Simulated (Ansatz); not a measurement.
# CH6CuNO: one species, many methods

How much do the methods differ for CH6CuNO? The plan is to run it at one geometry with functionals of several rungs and with coupled cluster, and see how far each lands from CCSD(T) at the basis-set limit for the atomisation energy.

Program: Ansatz 0.2.0, Gaussian basis. Level of theory: functionals in def2-TZVPP, the program's frozen cores in correlated methods. These are calculated values, not measurements.

Levels to be run: LDA (SPW92), PBE-D4, revPBE-D4, BLYP-D4, r2SCAN-D4, B97M-V, PBE0-D4, B3LYP-D4, r2SCANh-D4, r2SCAN0-D4, HSE06-D4, BHLYP-D4, CAM-B3LYP-D4, LC-ωPBE, ωB97X-V, ωB97M-V, B2PLYP, PBE-QIDH; CCSD(T)/def2-SVP; CCSD(T)/def2-TZVPP; CCSD(T)/def2-QZVPP; extrapolation to the limit; RPA on PBE.

**1. The geometry**

An earlier PBE0-D4 in a triple-zeta def2 set relaxation fixed the geometry.

SMILES `C[O][Cu-][NH3+]`, 10 atoms, charge 0, spin multiplicity 1.

Atoms are counted from 1 here; the program's logs count them from 0.

Bond lengths: C1–O2 1.384 Å, C1–H5 1.105 Å, C1–H6 1.105 Å, C1–H7 1.102 Å, O2–Cu3 1.784 Å, Cu3–N4 1.921 Å, N4–H8 1.015 Å, N4–H9 1.015 Å, N4–H10 1.016 Å. Angles: O2–C1–H5 113.8°, O2–C1–H6 113.8°, O2–C1–H7 109.7°, H5–C1–H6 106.4°, H5–C1–H7 106.3°, H6–C1–H7 106.3°, C1–O2–Cu3 123.9°, O2–Cu3–N4 175.6°, Cu3–N4–H8 111.6°, Cu3–N4–H9 111.3°, Cu3–N4–H10 111.2°, H8–N4–H9 107.6°, H8–N4–H10 107.5°, H9–N4–H10 107.5°.

As a file:

```mol
CH6CuNO
  3D, bonds by distance, orders not assigned

 10  9  0  0  0  0  0  0  0  0999 V2000
   -0.3733    1.7591   -1.3583 C   0  0
    0.6656    1.0645   -0.7645 O   0  0
    0.4381   -0.3516    0.2960 Cu  0  0
    0.3384   -1.8834    1.4516 N   0  0
   -0.9823    1.1471   -2.0479 H   0  0
   -1.0778    2.2111   -0.6370 H   0  0
    0.0308    2.5908   -1.9582 H   0  0
    0.0948   -1.6196    2.4012 H   0  0
   -0.3611   -2.5440    1.1278 H   0  0
    1.2268   -2.3741    1.4894 H   0  0
  1  2  8  0
  2  3  8  0
  3  4  8  0
  1  5  8  0
  1  6  8  0
  1  7  8  0
  4  8  8  0
  4  9  8  0
  4 10  8  0
M  END
```

**2. LDA**

This LDA is Slater exchange with PW92 correlation.

The input, in.yaml:

```yaml
crystal:
  periodic: [false, false, false]
  atoms:
    - {symbol: C, position_ang: [-0.373307, 1.759109, -1.358342]}
    - {symbol: O, position_ang: [0.665616, 1.064460, -0.764519]}
    - {symbol: Cu, position_ang: [0.438106, -0.351607, 0.295987]}
    - {symbol: N, position_ang: [0.338400, -1.883379, 1.451608]}
    - {symbol: H, position_ang: [-0.982294, 1.147140, -2.047943]}
    - {symbol: H, position_ang: [-1.077788, 2.211076, -0.637026]}
    - {symbol: H, position_ang: [0.030814, 2.590815, -1.958157]}
    - {symbol: H, position_ang: [0.094766, -1.619562, 2.401213]}
    - {symbol: H, position_ang: [-0.361141, -2.543964, 1.127835]}
    - {symbol: H, position_ang: [1.226827, -2.374079, 1.489355]}
basis:
  gaussian: {orbitals: def2-TZVPP}
hamiltonian: {xc: lda}
output: {orbitals: {seedname: orbitals}}
```

On the command line:

```bash
$ ansatz run in.yaml --threads 2 --pin off --events-out ev --progress --plain --max-ram 32768MiB --backend cpu
```

The runs that follow: PBE-D4 (GGA); revPBE-D4 (GGA); BLYP-D4 (GGA); r2SCAN-D4 (meta-GGA); B97M-V (meta-GGA); B3LYP-D4 (hybrid); r2SCANh-D4 (hybrid); r2SCAN0-D4 (hybrid); HSE06-D4 (hybrid); BHLYP-D4 (hybrid); CAM-B3LYP-D4 (range-separated); LC-ωPBE (range-separated); ωB97X-V (range-separated); ωB97M-V (range-separated); B2PLYP (double hybrid); PBE-QIDH (double hybrid); CCSD(T) in def2-SVP; CCSD(T) in def2-TZVPP; CCSD(T) in def2-QZVPP; RPA on PBE orbitals.

Before running them: what should the planned runs give, taken together? Wanted: atomisation energy, CCSD(T)/CBS; farthest beyond LDA; mean size of error, GGA; mean size of error, meta-GGA; mean size of error, hybrid; mean size of error, range-separated; mean size of error, double hybrid; gap, smallest and largest; T1 diagnostic.

**Answer**, as computed:

| quantity | value |
| --- | --- |
| atomisation energy, CCSD(T)/CBS | 801.7 kcal/mol |
| functionals within 4.0 kcal/mol (0.5 %) | BLYP-D4, r2SCAN-D4, B97M-V, B3LYP-D4, CAM-B3LYP-D4, ωB97X-V, ωB97M-V |
| farthest beyond LDA | BHLYP-D4 (-37.6 kcal/mol) |
| mean size of error, GGA | 8.9 kcal/mol |
| mean size of error, meta-GGA | 1.8 kcal/mol |
| mean size of error, hybrid | 15.1 kcal/mol |
| mean size of error, range-separated | 2.8 kcal/mol |
| mean size of error, double hybrid | 12.9 kcal/mol |
| gap, smallest and largest | 2.34 eV (BLYP-D4), 9.29 eV (LC-ωPBE) |
| T1 diagnostic | 0.0235 |
| triples share of the correlation energy | 4.0 % |

What this shows: The LDA atomisation energy is off by 126.0 kcal/mol (16 %): it overbinds. PBE-D4 misses by +15.2 kcal/mol. Double hybrids carry the basis error of their MP2 part in triple zeta, and no dispersion term here, so their miss is partly the set-up's. The rungs meta-GGA, range-separated miss on average by less than the doubt on the reference (4.0 kcal/mol), so they tie. Misses under about 4.0 kcal/mol are within the doubt on the reference itself, which lacks core-valence correlation, relativity and higher excitations. Hartree-Fock recovers 67 % of the binding; the rest is correlation. CCSD(T) in def2-SVP is off by -50.8 kcal/mol, worse than the median functional, from the basis alone. Orbital gaps span 2.3 to 9.3 eV; exact exchange widens them. T1 = 0.023 passes the customary mark of 0.02 by a little. For Cu the d shell is correlated and the shells below it are frozen.
